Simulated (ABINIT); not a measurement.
The system is TaSeS.

```xyz
3
Lattice="3.4333 0.0000 0.0000 -1.7167 2.9733 0.0000 0.0000 0.0000 6.3999" Properties=species:S:1:pos:R:3 pbc="T T T"
Ta    0.0000    0.0000    0.0678
Se    1.7167    0.9911    4.7610
S     0.0000    1.9822    1.5712
```

The cell comes from a database or a generator and needn't be the stable form of this composition.

```yaml
Program: ABINIT 10.8.3 (patched build)
Task: relaxation of cell and atoms
Functional: r2SCAN
Potentials_or_basis: JTH PAW PBE v2.0
Cutoff: 653 eV
k_mesh: 6 × 6 × 3
Occupations: fermi-dirac, width 0.05 eV
Spin: no spin polarisation
```

At the start: pressure -1.6 GPa; volume 21.78 Å³/atom.

Task: Where does the relaxation end?

Result: Over 7 steps the energy falls by 8.0 meV/atom and the volume is 21.83 Å³/atom (+0.2 %); space group P3m1 (No. 156, to 0.05 Å).

The path:
```
step  energy change (eV)  largest force (eV/Å)  pressure (GPa)  volume (Å³)
   1              0.0000                0.5623           -1.58        65.33
   2             -0.0096                0.3622           -0.65        65.02
   3             -0.0180                0.0567            0.84        64.61
   4             -0.0197                0.0670            0.90        64.69
   5             -0.0234                0.0773            0.47        65.21
   6             -0.0238                0.0425            0.12        65.42
   7             -0.0239                0.0249            0.01        65.48
```

Final structure:
```
Ta Se S
1.0
     3.46905    0.00000    0.00000
    -1.73452    3.00429    0.00000
     0.00000    0.00000    6.28247
Ta Se S
1 1 1
Direct
  0.00000 0.00000 0.01015
  0.66667 0.33333 0.74781
  0.33333 0.66667 0.24203
```

Caveat: the PAW data sets were made with another functional, which shifts forces and pressure a little.
